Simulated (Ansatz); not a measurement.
# NaLaMnMoO6 (C2/c) in Ansatz: notebook

Aim: see how the results for NaLaMnMoO6 move with the level of theory and the settings. Levels: PBE, BLYP. Tasks: single point, relaxation of cell and atoms.

Everything below comes from runs of Ansatz 0.2.0. Logs are shortened: lines on timing, memory, paths and dates and some standing lists are left out, and cuts for length are marked.

### 1 The crystal as given

It takes space group C2/c (No. 15, monoclinic). Conventional cell: a = 7.589 Å, b = 7.699 Å, c = 8.220 Å, α = 90.00°, β = 90.32°, γ = 90.00°. Around Na (site symmetry 2) lie 4 O at 2.40 Å. La (site symmetry 2) is surrounded by 10 O at 2.57 to 2.89 Å. Mn (site symmetry -1) has 6 O at 1.94 to 2.23 Å as nearest neighbours. Mo (site symmetry -1) has 6 O at 1.94 to 1.97 Å as nearest neighbours. O (site symmetry 1) is surrounded by 1 Mo at 1.94 Å and 1 Mn at 2.23 Å. O (site symmetry 1) has 1 Mn at 1.95 Å and 1 Mo at 1.96 Å as nearest neighbours. O (site symmetry 1) has 1 Mn at 1.94 Å and 1 Mo at 1.97 Å as nearest neighbours.

The cell was built by a generator and needn't be a form met in nature.

### 2 Single point, PBE, collinear spin, ferromagnetic start

input.yaml reads:

```yaml
crystal:
  lattice:
    - [3.79453, -3.84926, -8.0e-05]
    - [3.79453, 3.84926, -8.0e-05]
    - [-0.04604, 0.0, 8.22029]
  atoms:
    - { symbol: Na, position: [0.5064, 0.4936, 0.75] }
    - { symbol: Na, position: [0.4936, 0.5064, 0.25] }
    - { symbol: La, position: [0.01239, 0.98761, 0.75] }
    - { symbol: La, position: [0.98761, 0.01239, 0.25] }
    - { symbol: Mn, position: [0.0, 0.5, 0.5], spin: 4.0 }
    - { symbol: Mn, position: [0.5, 0.0, 0.0], spin: 4.0 }
    - { symbol: Mo, position: [0.5, 0.0, 0.5], spin: 1.0 }
    - { symbol: Mo, position: [0.0, 0.5, 0.0], spin: 1.0 }
    - { symbol: O, position: [0.54302, 0.05203, 0.73247] }
    - { symbol: O, position: [0.45698, 0.94797, 0.26753] }
    - { symbol: O, position: [0.27994, 0.71875, 0.54832] }
    - { symbol: O, position: [0.72006, 0.28125, 0.45168] }
    - { symbol: O, position: [0.79897, 0.79494, 0.49934] }
    - { symbol: O, position: [0.20103, 0.20506, 0.50066] }
    - { symbol: O, position: [0.05203, 0.54302, 0.23247] }
    - { symbol: O, position: [0.94797, 0.45698, 0.76753] }
    - { symbol: O, position: [0.79494, 0.79897, 0.99934] }
    - { symbol: O, position: [0.20506, 0.20103, 0.00066] }
    - { symbol: O, position: [0.28125, 0.72006, 0.95168] }
    - { symbol: O, position: [0.71875, 0.27994, 0.04832] }
hamiltonian:
  xc: pbe
  pseudopotentials: { kind: nc, source: spms }
magnetization:
  spin_polarized: true
kpoints:
  mp_grid: { grid: [5, 5, 4] }
scf:
  occupations: { method: fermi_dirac, width: 0.05 }
output:
  forces: true
  stress: true
  eigenvalues: true
```

Potentials or basis: SPMS NC.

Launch:

```
> ansatz run input.yaml --threads 8 --pin off --max-ram 20480MiB --backend cpu --events-out ev --progress --plain --runs-dir out
```

Standard output:

```text
Warning: RAYON_NUM_THREADS=8 ignored (pool sized by the plan → 8); use --threads N
Engine: ansatz 0.2.0, aarch64-unknown-linux-gnu
Pseudopotentials: kind: nc
Pseudopotential: Na, nc, valence charge 9, recommended cutoff 653.073269903712 eV (normal), Na.nc.azcp
Pseudopotential: La, nc, valence charge 11, recommended cutoff 489.804952427784 eV (normal), La.nc.azcp
Pseudopotential: Mn, nc, valence charge 15, recommended cutoff 1006.821291101556 eV (normal), Mn.nc.azcp
Pseudopotential: Mo, nc, valence charge 14, recommended cutoff 625.861883657724 eV (normal), Mo.nc.azcp
Pseudopotential: O, nc, valence charge 6, recommended cutoff 1034.032677347544 eV (normal), O.nc.azcp
Functional definition: PBE
  parameter kappa = 0.804
  parameter beta = 0.06672455060314922
  exchange = pbe_x(kappa = kappa, mu = beta*pi^2/3)
  correlation = pbe_c(beta = beta)
Crystal: 20 atoms, lattice volume = 240.133 Å³
Basis set: ecut = 1034.032677347544 eV, 18153 PW (Γ), exchange–correlation on 120×120×180 points (8 copies of the dense FFT grid, shifted against one another)
Bands: 110, of which v1, the nominal top of the filled ones, is band 85 counted from 1 (84 counted from 0)
Symmetry: 4 space group operations
Space group: C2/c (ITA 15), of the structure as read, at distance tolerance 6.2e-5 Å
Magnetic group: BNS 15.85 (UNI 92), of the structure as read, at distance tolerance 6.2e-5 Å
k-points: 33 of 100
Non-local potential: Na, projectors of the file, l = 0: 2, l = 1: 2
Non-local potential: La, projectors of the file, l = 0: 2, l = 1: 2, l = 2: 2, l = 3: 2
Non-local potential: Mn, projectors of the file, l = 0: 2, l = 1: 2, l = 2: 2
Non-local potential: Mo, projectors of the file, l = 0: 2, l = 1: 2, l = 2: 2
Non-local potential: O, projectors of the file, l = 0: 2, l = 1: 2, l = 2: 1
Initial density: superposition of atomic densities (chi_scale 0.1, normalization cell, long waves kept (reshape's long-wave potential 0.00 eV rms))
Starting moments: Σ|m| = 10 μB on 4 of 20 sites
Initial wavefunctions: pseudopotential atomic-orbital guess
Functional: x = pbe(κ = 0.804, μ = 0.2195149727645171), c = pbe(β = 0.06672455060314922)
SCF iter   1: F=—  HF=-19212.481281 eV  |F-HF|=—  |Δ(HF+E_count)|=         —  Δρ=1.65e-1 (↑9.26e-2 ↓1.65e-1)  dr2=2.13e2  dr2_m=9.03e0  M=5.134 μB ∫|m|=5.370 μB  β_m=0.30  ethr=3.10e-3  ⟨swp⟩=17.6  Hψ=52975  notcnv=0  defer=32
preconditioner: auto → Kerker (q_TF=auto, 2.576 Å⁻¹)  [metal: Δε(μ)=0.001 eV  Ē_g=11.040 eV  σ=0.050 eV  W_gap=0.00  n_scr=66 (ndim 8)  ℏωp=27.3 eV  f_vac=0.000  D(μ)=11.41/eV (n_scr^D=106)]
spin=Collinear: Kerker preconditioning applied to the charge; magnetization (m = ρ↑ − ρ↓) channel mixes plain (no charge-response kernel on spin).
SCF iter   2: F=—  HF=-19191.023131 eV  |F-HF|=—  |Δ(HF+E_count)|=    2.15e1  Δρ=7.32e-2 (↑7.32e-2 ↓5.79e-2)  dr2=5.24e1  dr2_m=2.83e0  M=7.166 μB ∫|m|=8.125 μB  β_m=0.30  ethr=3.10e-3  ⟨swp⟩=3.6  Hψ=15944  notcnv=0  defer=705
[... 14 lines left out ...]
SCF iter  15: F=—  HF=-19184.994955 eV  |F-HF|=—  |Δ(HF+E_count)|=   8.77e-6  Δρ=9.03e-5 (↑9.03e-5 ↓3.49e-5)  dr2=2.22e-5  dr2_m=4.94e-6  M=7.053 μB ∫|m|=8.576 μB  β_m=0.96  ethr=6.54e-8  ⟨swp⟩=2.5  Hψ=11007  notcnv=0  defer=423
SCF iter  16: F=—  HF=-19184.994595 eV  |F-HF|=—  |Δ(HF+E_count)|=   3.59e-4  Δρ=1.82e-5 (↑1.82e-5 ↓1.50e-5)  dr2=3.74e-6  dr2_m=1.37e-7  M=7.052 μB ∫|m|=8.576 μB  β_m=0.98  ethr=1.31e-8  ⟨swp⟩=2.2  Hψ=12736  notcnv=0  defer=470
SCF iter  17: F=—  HF=-19184.994595 eV  |F-HF|=—  |Δ(HF+E_count)|=   1.91e-7  Δρ=1.59e-5 (↑1.59e-5 ↓1.38e-5)  dr2=2.02e-6  dr2_m=6.01e-8  M=7.052 μB ∫|m|=8.576 μB  β_m=0.89  ethr=2.20e-9  ⟨swp⟩=2.1  Hψ=10590  notcnv=0  defer=470
SCF iter  18: F=—  HF=-19184.994595 eV  |F-HF|=—  |Δ(HF+E_count)|=   3.74e-7  Δρ=4.97e-6 (↑4.97e-6 ↓3.99e-6)  dr2=2.79e-7  dr2_m=1.67e-8  M=7.052 μB ∫|m|=8.576 μB  β_m=0.94  ethr=1.19e-9  ⟨swp⟩=2.0  Hψ=10496  notcnv=0  defer=470
SCF iter  19: F=-19184.994595 eV  HF=-19184.994595 eV  |F-HF|=2.15e-8  |Δ(HF+E_count)|=   6.83e-8  Δρ=3.09e-6 (↑3.09e-6 ↓1.80e-6)  dr2=3.16e-8  dr2_m=7.69e-9  M=7.052 μB ∫|m|=8.576 μB  ethr=5.88e-11  ⟨swp⟩=15.7  Hψ=43413  notcnv=0
SCF 1 converged in 19 iterations: F = -19184.994595 eV  dr2 = 3.16e-8
SCF converged after 19 iterations
Magnetization: 7.0518 μB (88.5259 up, 81.4741 down)
Absolute magnetization: 8.5755 μB (∫|ρ↑−ρ↓|)
Spin contamination: 0.7794 ħ² per cell (⟨S²⟩ above its minimum at these occupations)
Per-site moments (μB) at R_I (Å): [(-0.0002430426737387053, 0.990643843080238), (-0.00024304267373879764, 0.990643843080238), (-0.006195705017668064, 1.059000971389137), (-0.006195705017667992, 1.059000971389137), (3.1249651489494275, 0.8011172687882488), (3.124965148949427, 0.8011172687882488), (-0.16730085614225698, 0.8015099228450749), (-0.16730085614225673, 0.8015099228450744), (0.05612339292684255, 0.801509922845075), (0.05612339292684261, 0.8015099228450749), (0.021565840157216257, 0.8025833605556362), (0.02156584015721635, 0.8025833605556362), (0.017722926319976323, 0.8011172687882488), (0.017722926319976736, 0.8011172687882488), (0.05612339292684245, 0.8015099228450749), (0.0561233929268425, 0.8015099228450744), (0.017722926319976844, 0.8011172687882488), (0.01772292631997652, 0.8011172687882488), (0.021565840157216385, 0.8025833605556361), (0.021565840157216295, 0.8025833605556363)]
Free energy (F): -19184.994595 eV
Harris-Foulkes:  -19184.994595 eV  (|F-HF|=2.15e-8)
Internal energy: -19184.944538 eV  (E = F + TS)
E sigma→0 (E₀):  -19184.969567 eV
Entropy (-TS):   -0.050056 eV (-2.503 meV/atom)
Fermi energy:    11.946241 eV
--- Per-component energies (eV) ---
  E_band       = -1208.602785
  E_kinetic    = 8700.511022
  E_local      = -13783.297530  (includes V_loc(G=0)·N_el)
  E_nonlocal   = -1783.669947
  E_hartree    = 4697.003894
  E_xc         = -3637.686471
  E_vxc        = -3736.146588  (∫ρ·V_xc dr)
  E_ewald      = -13377.805507
  E_smearing   = -0.050056  (= −TS)
  E_closure    = 0.000000  (closes the sum)
  Σ components = -19184.994595   (vs F -19184.994595, Δ=0.00e0)
--- Forces (eV/Å), atoms counted from 1 ---
  atom   1  Na     0.00000000     0.00774481    -0.00000000
  atom   2  Na     0.00000000    -0.00774481     0.00000000
  atom   3  La     0.00000000    -0.01477823    -0.00000000
  atom   4  La     0.00000000     0.01477823     0.00000000
  atom   5  Mn    -0.00000000     0.00000000     0.00000000
  atom   6  Mn     0.00000000     0.00000000     0.00000000
[... 12 lines left out ...]
  atom  19  O     -0.08929805    -0.00108199    -0.00865725
  atom  20  O      0.08929805     0.00108199     0.00865725
  max |Σ_I F_I| component: 1.21e-17 eV/Å
--- Stress (GPa, compression-positive) ---
        0.626873       0.000000       0.028386
        0.000000       0.669081       0.000000
        0.028386       0.000000       0.026302
  P = ⅓ Tr σ = 0.4408 GPa (4.408 kbar)
--- Band table (eV; the first three rows and the last of 66) ---
  k-point 0 ↑: bands = ["-69.6707", "-69.6707", "-51.1836", "-51.1836", "-39.7151", "-39.7149", "-38.7828", "-38.7828", "-38.7607", "-38.7607", "-38.5751", "-38.5751", "-25.3477", "-25.3459", "-25.3182", "-25.3179", "-25.2580", "-25.2580", "-20.6258", "-20.5800", "-11.7173", "-11.7165", "-11.6785", "-11.6610", "-11.6320", "-11.6288", "-8.3560", "-7.8386", "-7.2381", "-7.0857", "-6.9861", "-6.9779", "-6.9415", "-6.8500", "-6.6750", "-6.4514", "-6.3823", "-6.2544", "-4.5428", "-4.2303", "-4.2023", "-3.9964", "-3.8062", "-3.6800", "4.0527", "4.3211", "4.5246", "4.5759", "4.6856", "5.2688", "5.3400", "5.5358", "5.6042", "5.6458", "5.8965", "6.2872", "6.3432", "6.5729", "6.7003", "6.8840", "6.9271", "6.9380", "7.3476", "7.5709", "7.5979", "7.9369", "8.0456", "8.2198", "8.2570", "8.3613", "8.4769", "8.5575", "8.6776", "8.7879", "8.9556", "8.9560", "8.9814", "9.0624", "9.1223", "9.1734", "9.1967", "9.2564", "9.5068", "9.6562", "10.2116", "10.2125", "10.5120", "11.0158", "11.3297", "11.4713", "12.6708", "12.6986", "12.8247", "12.8687", "12.9637", "13.2204", "14.0634", "14.0782", "14.0864", "14.1443", "14.1597", "14.1752", "14.1868", "14.2065", "14.2215", "14.2595", "14.2654", "14.3002", "14.4355", "14.5035"]
[... 3 lines left out ...]
```

It took 1.9 min on 8 threads of Arm Neoverse V1, shared host; peak memory 6 GiB.

Results:

```
Free energy            : -19184.9946 eV
Pressure               : 0.4 GPa
Largest force          : 0.090 eV/Å
Band gap on the k mesh : none (metal or under the smearing width)
Net moment             : 7.05 μB per cell
Absolute moment        : 8.58 μB per cell
Site moments           : Na -0.00; La -0.01; Mn +3.12; Mo -0.17; O +0.06, +0.02 μB
```

Forces in eV/Å, atoms in the order of the input:
```
Na   0.000  0.008  0.000
Na   0.000 -0.008  0.000
La   0.000 -0.015  0.000
La   0.000  0.015  0.000
Mn   0.000  0.000  0.000
Mn   0.000  0.000  0.000
Mo   0.000  0.000  0.000
Mo   0.000  0.000  0.000
O   -0.034 -0.002 -0.064
O    0.034  0.002  0.064
O    0.089 -0.001  0.009
O   -0.089  0.001 -0.009
O   -0.001  0.069 -0.004
O    0.001 -0.069  0.004
O   -0.034  0.002 -0.064
O    0.034 -0.002  0.064
O   -0.001 -0.069 -0.004
O    0.001  0.069  0.004
O   -0.089 -0.001 -0.009
O    0.089  0.001  0.009
```

Stress tensor (GPa, compression positive):
```
0.63 0.00 0.03
0.00 0.67 0.00
0.03 0.00 0.03
```

Caveat: the pressure holds a Pulay correction of +0.4 GPa for the finite cutoff; semilocal functionals often make such compounds metallic where correlation or magnetic order opens a gap, which also shifts bond lengths; only a ferromagnetic start was run, and an antiferromagnetic order may lie lower in energy. Spin-orbit coupling is left out, which matters for the levels of La.

### 3 Relaxation of cell and atoms, BLYP, collinear spin, ferromagnetic start

Changes to input.yaml since step 2:

```diff
@@ -27,4 +27,4 @@
 hamiltonian:
-  xc: pbe
-  pseudopotentials: { kind: nc, source: spms }
+  xc: blyp
+  pseudopotentials: { kind: paw }
 magnetization:
@@ -32,3 +32,3 @@
 kpoints:
-  mp_grid: { grid: [5, 5, 4] }
+  mp_grid: { grid: [4, 4, 3] }
 scf:
@@ -39 +39,5 @@
   eigenvalues: true
+relax:
+  f_tol: 0.01
+  max_steps: 40
+  cell: { stress_tol: 0.05 }
```

Potentials or basis: Ansatz PAW.

Launch:

```
> ansatz run input.yaml --threads 8 --pin off --max-ram 20480MiB --backend cpu --events-out ev --progress --plain --runs-dir out
```

Run time: 2.7 min. Hardware: 8 threads of Intel Xeon Platinum 8259CL at 2.50GHz (Skylake/Cascade Lake), shared host; peak memory 2.1 GiB.

It converged, with:

```yaml
Free_energy: -40117.4923 eV
Relaxed_volume: 12.41 Å³/atom
Relaxed_cell: a = 5.440 Å, b = 5.440 Å, c = 8.386 Å, α = 90.28°, β = 90.28°, γ = 90.79°
Space_group_after_relaxing_to_0.05_Å: C2/c (No. 15)
Energy_gained_by_relaxing: 6.5 meV/atom
Ionic_steps: 11
Pressure_after_relaxing: 0.0 GPa
Largest_force_after_relaxing: 0.003 eV/Å
Band_gap_on_the_k_mesh: none (metal or under the smearing width)
Net_moment: 6.32 μB per cell
Absolute_moment: 8.47 μB per cell
Site_moments: Na -0.00; La -0.01; Mn +2.96; Mo -0.27; O +0.05, +0.02 μB
```

Forces in eV/Å, atoms in the order of the input:
```
Na   0.000  0.002  0.000
Na   0.000 -0.002  0.000
La   0.000 -0.003  0.000
La   0.000  0.003  0.000
Mn   0.000  0.000  0.000
Mn   0.000  0.000  0.000
Mo   0.000  0.000  0.000
Mo   0.000  0.000  0.000
O    0.001 -0.003 -0.001
O   -0.001  0.003  0.001
O    0.003 -0.002 -0.001
O   -0.003  0.002  0.001
O    0.000 -0.002  0.001
O    0.000  0.002 -0.001
O    0.001  0.003 -0.001
O   -0.001 -0.003  0.001
O    0.000  0.002  0.001
O    0.000 -0.002 -0.001
O   -0.003 -0.002  0.001
O    0.003  0.002 -0.001
```

Step by step:
| step | energy change (eV) | largest force (eV/Å) | volume (Å³) |
| --- | --- | --- | --- |
| 1 | 0.0000 | 0.3068 | 240.13 |
| 2 | -0.0717 | 0.1489 | 247.59 |
| 3 | -0.0846 | 0.0960 | 247.30 |
| 4 | -0.0871 | 0.0620 | 247.32 |
| 5 | -0.0878 | 0.0482 | 247.56 |
| 6 | -0.0890 | 0.0091 | 247.54 |
| 7 | -0.0891 | 0.0030 | 247.54 |
| 8 | -0.1295 | 0.0044 | 247.54 |
| 9 | -0.1281 | 0.0044 | 247.97 |
| 10 | -0.1275 | 0.0032 | 248.12 |
| 11 | -0.1301 | 0.0033 | 248.12 |

Final structure:
```yaml
crystal:
  lattice:
    - [3.81980, -3.87312, -0.00285]
    - [3.81980, 3.87312, -0.00285]
    - [-0.05234, 0.00000, 8.38548]
  atoms:
    - { symbol: Na, position: [0.50543, 0.49457, 0.75000] }
    - { symbol: Na, position: [0.49457, 0.50543, 0.25000] }
    - { symbol: La, position: [0.01260, 0.98740, 0.75000] }
    - { symbol: La, position: [0.98740, 0.01260, 0.25000] }
    - { symbol: Mn, position: [0.00000, 0.50000, 0.50000] }
    - { symbol: Mn, position: [0.50000, 0.00000, 0.00000] }
    - { symbol: Mo, position: [0.50000, 0.00000, 0.50000] }
    - { symbol: Mo, position: [0.00000, 0.50000, 0.00000] }
    - { symbol: O, position: [0.54558, 0.05456, 0.72891] }
    - { symbol: O, position: [0.45442, 0.94544, 0.27109] }
    - { symbol: O, position: [0.27683, 0.71914, 0.55064] }
    - { symbol: O, position: [0.72317, 0.28086, 0.44936] }
    - { symbol: O, position: [0.79879, 0.79223, 0.49914] }
    - { symbol: O, position: [0.20121, 0.20777, 0.50086] }
    - { symbol: O, position: [0.05456, 0.54558, 0.22891] }
    - { symbol: O, position: [0.94544, 0.45442, 0.77109] }
    - { symbol: O, position: [0.79223, 0.79879, 0.99914] }
    - { symbol: O, position: [0.20777, 0.20121, 0.00086] }
    - { symbol: O, position: [0.28086, 0.72317, 0.94936] }
    - { symbol: O, position: [0.71914, 0.27683, 0.05064] }
```

Levels at points of the mesh, in eV from the Fermi level:
Spin up:
```tsv
k point	band 84	band 85	band 86	band 87	band 88	band 89	band 90	band 91	band 92	band 93
(0.00, 0.00, 0.00)	-2.11	-1.71	-1.65	-1.47	-0.96	-0.43	-0.34	0.71	0.77	0.84
(0.00, -0.50, 0.00)	-1.81	-1.70	-1.70	-1.11	-1.09	0.53	0.62	0.65	0.71	0.86
(-0.50, -0.50, 0.00)	-1.65	-1.63	-1.61	-1.51	-1.09	0.16	0.27	0.62	0.82	0.88
```
Spin down:
```
             k point  band 79  band 80  band 81  band 82  band 83  band 84
  (0.00, 0.00, 0.00)    -2.66    -2.65    -0.79    -0.76    -0.49    -0.36
 (0.00, -0.50, 0.00)    -2.60    -2.57     0.15     0.16     0.21     0.27
(-0.50, -0.50, 0.00)    -2.70    -2.68    -0.72    -0.35     0.28     0.49
```

Caveat: the plane-wave basis is chosen anew once the cell has moved, so the energies of steps on either side of that aren't comparable; the pressure holds a Pulay correction of +0.7 GPa for the finite cutoff; semilocal functionals often make such compounds metallic where correlation or magnetic order opens a gap, which also shifts bond lengths; only a ferromagnetic start was run, and an antiferromagnetic order may lie lower in energy; the PAW data sets come from PBE, with cores solved anew for the run's functional, which leaves a small shift of forces and pressure; the starting moments weren't kept. Spin-orbit coupling is left out, which matters for the levels of La.
